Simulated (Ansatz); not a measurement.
# Te2Au (Calaverite): the cost of one run

Computed with Ansatz 0.2.0 through its Python package. Level of theory: DFT LDA, plane waves, PAW.

## (1) The structure

It takes space group P-3m1 (No. 164, trigonal). The conventional cell has a = 4.078 Å, b = 4.078 Å, c = 5.000 Å, α = 90.00°, β = 90.00°, γ = 120.00°. Around Te (site symmetry 3m) lie 3 Au at 2.77 Å and 3 Te at 3.13 Å. Around Au (site symmetry -3m) lie 6 Te at 2.77 Å.

No structure file is read: the coordinates are typed or built in the script.

## (2) Script

drho_te2au.py

```python
"""Density difference of Te2Au against its sublattices."""

import warnings

import ansatz as az
import numpy as np

XC = "lda"
OCCUPATIONS = "methfessel_paxton"
MAX_ITERATIONS = 200
CUTOFF_EV = 460
MESH = (8, 8, 6)

vectors0 = np.array([
    [4.078, 0.0, 0.0],
    [-2.039, 3.531652, 0.0],
    [0.0, 0.0, 5.0],
])
sites = [
    ("Te", (2 / 3, 1 / 3, 0.2932)),
    ("Te", (1 / 3, 2 / 3, 0.7068)),
    ("Au", (0.0, 0.0, 0.0)),
]


def on_lattice(cell):
    crystal = az.Crystal(lattice=az.Lattice.of(cell))
    for symbol, position in sites:
        crystal = crystal.atom(symbol, position)
    return crystal

warnings.simplefilter("ignore", az.DeckWarning)

# same cell, cutoff and mesh for the crystal and its parts
def solve(crystal):
    return (
        crystal.calculation()
        .functional(XC)
        .occupations(OCCUPATIONS)
        .mixing("msr1")
        .scf(max_iterations=MAX_ITERATIONS)
        .basis(CUTOFF_EV, grid_basis="typed")
        .kpoints(*MESH)
        .density()
        .run(threads=1)
    )


whole = solve(on_lattice(vectors0))
difference = whole.density().channels[0].density_e_per_ang3.copy()
binding = whole.report["free_energy_ev"]
for element in ["Te", "Au"]:
    part = az.Crystal(lattice=az.Lattice.of(vectors0))
    for symbol, position in sites:
        if symbol == element:
            part = part.atom(symbol, position)
    alone = solve(part)
    difference -= alone.density().channels[0].density_e_per_ang3
    binding -= alone.report["free_energy_ev"]
    print(f"{element} sublattice: {alone.report['n_electrons']:g} electrons, {alone.report['n_iterations']} iterations")

voxel = abs(np.linalg.det(vectors0)) / difference.size
print(f"energy of the crystal less its unpolarised sublattices: {binding / len(sites):.4f} eV/atom")
print(f"net charge of the difference {difference.sum() * voxel:.5f} e, charge rearranged {0.5 * np.abs(difference).sum() * voxel:.3f} e")
print(f"extremes {difference.min():.4f} and {difference.max():.4f} e/A^3")
for (symbol, position) in sites:
    index = tuple(int(round(p * n)) % n for p, n in zip(position, difference.shape))
    print(f"  change of the pseudo-density at the grid point nearest {symbol}: {difference[index]:+.4f} e/A^3")
profile = difference.mean(axis=(0, 1))
print("planar mean along the third vector:", np.round(profile[:: max(len(profile) // 12, 1)], 4))
```

## (3) The input behind the calls

The engine receives this input (first run):

```yaml
crystal:
  lattice:
    - [4.078, 0.0, 0.0]
    - [-2.039, 3.531652, 0.0]
    - [0.0, 0.0, 5.0]
  atoms:
    - { symbol: Te, position: [0.6666666666666666, 0.3333333333333333, 0.2932] }
    - { symbol: Te, position: [0.3333333333333333, 0.6666666666666666, 0.7068] }
    - { symbol: Au, position: [0.0, 0.0, 0.0] }
basis:
  ecutwfc: 460.0
  fft_grid_basis: typed
kpoints:
  mp_grid:
    grid: [8, 8, 6]
hamiltonian:
  xc: lda
scf:
  max_iter: 200
  mixing:
    algorithm: msr1
  occupations:
    method: methfessel_paxton
output:
  write_density: true
```

## (4) Launch

On the command line:

```sh
$ python drho_te2au.py
```

**Question.** How long does this script take on 1 thread of Arm Neoverse V2, shared host, and how much memory does it need?

About 11 s, with a peak of 0.44 GiB.
